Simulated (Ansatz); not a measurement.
# SnTe: a single-point run

The task is a single-point run on SnTe. The structure is shown as the input types it.

The COD entry's cell or inner coordinates are ideal or old and differ from later refinements, so a difference from it is no clean test against experiment.

Program: Ansatz 0.2.0. Level of theory: density functional or hybrid calculation with the settings of its input, plane waves (as first typed). These are calculated values, not measurements.

8 further runs of the same task are left out: 2 for a known fault of the program, 6 that didn't finish.

**1. The starting structure**

It takes space group Fm-3m (No. 225, cubic). Conventional cell: a = 6.379 Å, b = 6.379 Å, c = 6.379 Å, α = 90.00°, β = 90.00°, γ = 90.00°. Sn (site symmetry m-3m) is surrounded by 6 Te at 3.19 Å. Te (site symmetry m-3m) is surrounded by 6 Sn at 3.19 Å.

Structure file:

```cif
data_structure
_symmetry_space_group_name_H-M 'P 1'
_symmetry_Int_Tables_number 1
_cell_length_a 4.5104
_cell_length_b 4.5104
_cell_length_c 4.5104
_cell_angle_alpha 60.000
_cell_angle_beta 60.000
_cell_angle_gamma 60.000
_cell_volume 64.88
loop_
_atom_site_label
_atom_site_type_symbol
_atom_site_fract_x
_atom_site_fract_y
_atom_site_fract_z
_atom_site_occupancy
Sn1 Sn 0.00000 0.00000 0.00000 1
Te1 Te 0.50000 0.50000 0.50000 1
```

**2. The calculation**

The input, input.yaml:

```yaml
crystal:
  lattice:
    - [0.0, 3.189354573, 3.189354573]
    - [3.189354573, 0.0, 3.189354573]
    - [3.189354573, 3.189354573, 0.0]
  atoms:
    - { symbol: Sn, position: [0.0, 0.0, 0.0] }
    - { symbol: Te, position: [0.5, 0.5, 0.5] }
kpoints:
  mp_grid: { grid: [6, 6, 6] }
hamiltonian:
  xc: r2scan
scf:
  occupations: { method: cold, width: 1.5 }
  n_extra_bands: 4
output:
  forces: true
  stress: true
  eigenvalues: true
```

Run with:

```sh
> ansatz run input.yaml --threads 4 --pin off --max-ram 3686MiB --backend cpu --events-out ev --progress --plain --runs-dir out
```

Q: Will this input give a usable result? If not, why, and what should change?

This run ends as converged. That alone doesn't make the input a sound one.

Look at the input: scf.occupations.method is cold; scf.occupations.width is 1.5. The width is far wider than usual, so occupations near the Fermi level are blurred and the entropy term grows.

The test: set scf.occupations.method to fermi_dirac and scf.occupations.width to 0.02.
